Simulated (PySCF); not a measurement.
# H2Lu (Lu(H)2+): the cost of one run

Method: PBE0, Lu def2-SVP with ECP28, H def2-SVP; scalar-relativistic core potentials, no spin–orbit coupling; program: PySCF 2.14.0.

1 further run of the same task is left out (for a known fault of the program).

## 1. The starting structure

3 atoms, charge 1, spin multiplicity 1.

Bond lengths: Lu1–H2 1.847 Å, Lu1–H3 1.847 Å. Angles: H2–Lu1–H3 104.6°.

Coordinates:

```csv
atom,x (Å),y (Å),z (Å)
Lu1,0.0000,0.0000,-0.1844
H2,1.4607,0.0000,0.9454
H3,-1.4607,0.0000,0.9454
```

Formal oxidation states: Lu +3. An earlier session relaxed this geometry at PBE0, Lu def2-SVP with ECP28, H def2-SVP (singlet, point group C2v).

Its energy there is -1236.973616 Eh.

## 2. One electron removed, multiplicity 2

Input file run.py (the lines that set the calculation):

```python
mol = gto.M(atom='''
Lu     0.00000     0.00000    -0.18440
H      1.46075     0.00000     0.94537
H     -1.46075     0.00000     0.94537''',
    basis={'Lu': 'def2-SVP', 'H': 'def2-SVP'},
    ecp={'Lu': 'def2-SVP'},
    charge=2, spin=1)
mf = dft.UKS(mol, xc='PBE0')
mf.grids.atom_grid = (50, 194)  # f atoms: unpruned, at least (60, 302)
mf = mf.density_fit()  # fitting sets: Lu def2-universal-JKFIT, H def2-universal-JKFIT
mf.conv_tol = 1e-08; mf.max_cycle = 55
mf.kernel(dm0)  # dm0: the density of the relaxed state
```

Command:

```sh
$ OMP_NUM_THREADS=2 python run.py
```

**Question.** How long does this run take on 2 threads of Intel Xeon 6975P-C (Granite Rapids), shared host?

About 1.1 s.
